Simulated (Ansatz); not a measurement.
**Cd3Se under changes of volume**

One of the cells (25.356 Å³/atom); the others are scaled copies at fixed shape and fractional positions:

```
Cd Se
1.0
    -2.04095    2.04095    6.08708
     2.04095   -2.04095    6.08708
     2.04095    2.04095   -6.08708
Cd Se
3 1
Direct
  0.50000 0.50000 0.00000
  0.25000 0.75000 0.50000
  0.75000 0.25000 0.50000
  0.00000 0.00000 0.00000
```

The cell comes from a database or a generator and needn't be the stable form of this composition.

```yaml
Program: Ansatz 0.2.0
Functional: PBE
Potentials_or_basis: Ansatz PAW
Cutoff: "420 eV (not typed: the program's choice for these potentials)"
k_mesh: 9 × 9 × 9
Occupations: fermi-dirac, width 0.05 eV
Spin: no spin polarisation
```

```csv
volume (Å³/atom),energy over the lowest point (meV/atom),pressure (GPa)
23.834,7.59,2.2
24.341,2.27,1.2
24.849,0.00,0.3
25.356,0.41,-0.5
25.863,?,?
26.370,7.98,-1.8
26.877,14.63,-2.4
```

What does the run at 25.863 Å³/atom give?

Energy over the lowest point 3.16 meV/atom; pressure -1.2 GPa.

Worked out: A Birch-Murnaghan fit of order 3 (a polynomial in V^(-2/3)) to the other rows has its minimum at 25.02 Å³/atom with B0 = V·E''(V) = 40 GPa and B' = 5.3 at fixed shape and positions, which overstates the stiffness. It gives 3.16 meV/atom at 25.863 Å³/atom, against the run's 3.16, and -dE/dV = -1.2 GPa, against -1.2.

Energies are extrapolated to zero smearing.
